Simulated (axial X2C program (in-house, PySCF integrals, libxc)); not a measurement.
# A two-component session on AsCr: properties at the nuclei

Aim: properties at the nuclei of AsCr, with spin–orbit coupling in the Hamiltonian from the start.

Method: two-component X2C with atomic mean-field terms, As dyall-cv3z, Cr dyall-cv3z; program: an in-house X2C program for linear molecules on PySCF integrals.

All values are calculated.

## 1. Input

The input, task.json:

```json
{
 "zs": [
  33,
  24
 ],
 "q": 0,
 "bas": [
  "dyall-cv3z",
  "dyall-cv3z"
 ],
 "r0": 2.43,
 "levels": [
  "PBE0",
  "HF",
  "TPSSh",
  "BHandHLYP",
  "LDA"
 ],
 "nst": 3
}
```

Keys: zs atomic numbers; q charge; bas basis sets; r0 starting distance in Å; levels methods (HF also brings MP2); nst determinants followed.

The run is started by

```bash
$ python soeom.py task.json out
```

After this run come: Expectation values, lowest determinant; Expectation values, a higher determinant; Expectation values, a higher determinant.

Q: Predict the outcome of this session. Wanted: lowest determinant; Eeff magnitude; Ws magnitude As; A∥/gI As; qzz As; higher determinant (for each run or level that gives them).

The runs gave:

| quantity | value |
| --- | --- |
| lowest determinant | Ω = 7/2 (excess of +ω over −ω: ω = -1/2, ω = 3/2, ω = 5/2) |
| Eeff magnitude (GV/cm), PBE0 | 0.282 |
| Ws magnitude As (kHz), PBE0 | 0.0415 |
| A∥/gI As (MHz), PBE0 | -143 |
| qzz As (a.u.), PBE0 | -3.15 |
| higher determinant | Ω = 5/2 (excess of +ω over −ω: ω = 5/2) |
| Eeff magnitude (GV/cm), PBE0, higher determinant | 0.305 |
| Ws magnitude As (kHz), PBE0, higher determinant | 0.0537 |
| A∥/gI As (MHz), PBE0, higher determinant | 11.8 |
| qzz As (a.u.), PBE0, higher determinant | -2.39 |
| higher determinant | Ω = 9/2 (excess of +ω over −ω: ω = 1/2, ω = 3/2, ω = 5/2) |
| Eeff magnitude (GV/cm), PBE0, higher determinant | 0.112 |
| Ws magnitude As (kHz), PBE0, higher determinant | 0.00587 |
| A∥/gI As (MHz), PBE0, higher determinant | 252 |
| qzz As (a.u.), PBE0, higher determinant | -2.41 |

What this shows: In the first state, the effective field runs from 0.125 to 1.11 GV/cm over the mean-field levels, so the levels don't agree on it. The expectation values come from single determinants, which for open shells can mix terms of unlike spin or miss the lowest Ω, so a determinant need not be a state. Eeff is the effective electric field on the electron dipole moment in this Ω state and Ws the scalar–pseudoscalar constant (defined with the proton number Z and per Ω); A∥ is the parallel hyperfine constant, which follows by multiplying with the nuclear g factor gI = μI/(I μN); qzz is the electric field gradient, eQq0 = 234.96 MHz × Q/barn × qzz; μ is positive if Cr is the positive end. The operators were transformed with the bare-nucleus X2C matrices.
